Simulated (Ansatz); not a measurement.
# C₂H₅NSi: a ladder of functionals and wavefunction methods

The task here is to estimate one member of a computed series from the others.

Program: Ansatz 0.2.0, Gaussian basis. Level of theory: functionals in def2-TZVPP, the program's frozen cores in correlated methods. These are calculated values, not measurements.

Plan: LDA (SPW92), PBE-D4, revPBE-D4, BLYP-D4, r2SCAN-D4, B97M-V, PBE0-D4, B3LYP-D4, r2SCANh-D4, r2SCAN0-D4, HSE06-D4, BHLYP-D4, CAM-B3LYP-D4, LC-ωPBE, ωB97X-V, ωB97M-V, B2PLYP, PBE-QIDH; CCSD(T)/def2-SVP; CCSD(T)/def2-TZVPP; MP2/def2-QZVPP; extrapolation to the limit; RPA on PBE.

### Structure used throughout

The geometry comes from an earlier relaxation with PBE0-D4 in a triple-zeta def2 set; it is a stationary point, not always the lowest conformer.

SMILES `C#C[SiH2]N`, 9 atoms, charge 0, spin multiplicity 1.

Atoms are counted from 1 here; the program's logs count them from 0.

Bond lengths: C1–C2 1.207 Å, C1–H5 1.066 Å, C2–Si3 1.836 Å, Si3–N4 1.713 Å, Si3–H6 1.482 Å, Si3–H7 1.482 Å, N4–H8 1.008 Å, N4–H9 1.008 Å. Angles: C2–C1–H5 179.8°, C1–C2–Si3 179.3°, C2–Si3–N4 115.3°, C2–Si3–H6 106.9°, C2–Si3–H7 106.9°, N4–Si3–H6 108.1°, N4–Si3–H7 108.2°, H6–Si3–H7 111.5°, Si3–N4–H8 119.5°, Si3–N4–H9 119.5°, H8–N4–H9 110.7°.

Set-up of the first run:

in.yaml reads:

```yaml
crystal:
  periodic: [false, false, false]
  atoms:
    - {symbol: C, position_ang: [0.013505, 0.608723, -2.344079]}
    - {symbol: C, position_ang: [0.208628, 0.459347, -1.162138]}
    - {symbol: Si, position_ang: [0.488179, 0.217714, 0.636599]}
    - {symbol: N, position_ang: [-0.593303, -0.863763, 1.407286]}
    - {symbol: H, position_ang: [-0.156622, 0.742451, -3.387934]}
    - {symbol: H, position_ang: [0.346428, 1.546736, 1.276921]}
    - {symbol: H, position_ang: [1.862389, -0.315283, 0.791099]}
    - {symbol: H, position_ang: [-0.527632, -1.851247, 1.217998]}
    - {symbol: H, position_ang: [-1.553172, -0.591078, 1.547147]}
basis:
  gaussian: {orbitals: def2-TZVPP}
hamiltonian: {xc: lda}
output: {orbitals: {seedname: orbitals}}
```

The run is started by

```bash
> ansatz run in.yaml --threads 2 --pin off --events-out ev --progress --plain --max-ram 4352MiB
```

Among the steps run: LDA; PBE-D4 (GGA); revPBE-D4 (GGA); BLYP-D4 (GGA); r2SCAN-D4 (meta-GGA); B97M-V (meta-GGA); B3LYP-D4 (hybrid); r2SCANh-D4 (hybrid); r2SCAN0-D4 (hybrid); HSE06-D4 (hybrid); BHLYP-D4 (hybrid); CAM-B3LYP-D4 (range-separated); LC-ωPBE (range-separated); ωB97X-V (range-separated); ωB97M-V (range-separated); B2PLYP (double hybrid); PBE-QIDH (double hybrid).

One table of the session follows, with a row left open; its other results are not shown here.

```
  functional  HOMO (eV)  gap (eV)
 LDA (SPW92)      -6.41      5.04
      PBE-D4      -6.26      5.11
   revPBE-D4          ?         ?
     BLYP-D4      -6.12      5.11
   r2SCAN-D4      -6.56      5.71
      B97M-V      -6.66      5.73
     PBE0-D4      -7.68      7.44
    B3LYP-D4      -7.42      6.96
  r2SCANh-D4      -7.09      6.57
  r2SCAN0-D4      -7.89      7.84
    HSE06-D4      -7.27      6.66
    BHLYP-D4      -8.96      9.63
CAM-B3LYP-D4      -9.10      9.89
     LC-ωPBE     -10.54     12.51
     ωB97X-V     -10.14     11.97
     ωB97M-V     -10.04     11.61
```

Q: Estimate the row for revPBE-D4 from the others.

**Answer.** HOMO (eV): -6.20; gap (eV): 5.15. In the column «HOMO (eV)» it lies between PBE-D4 (-6.26) and BLYP-D4 (-6.12).
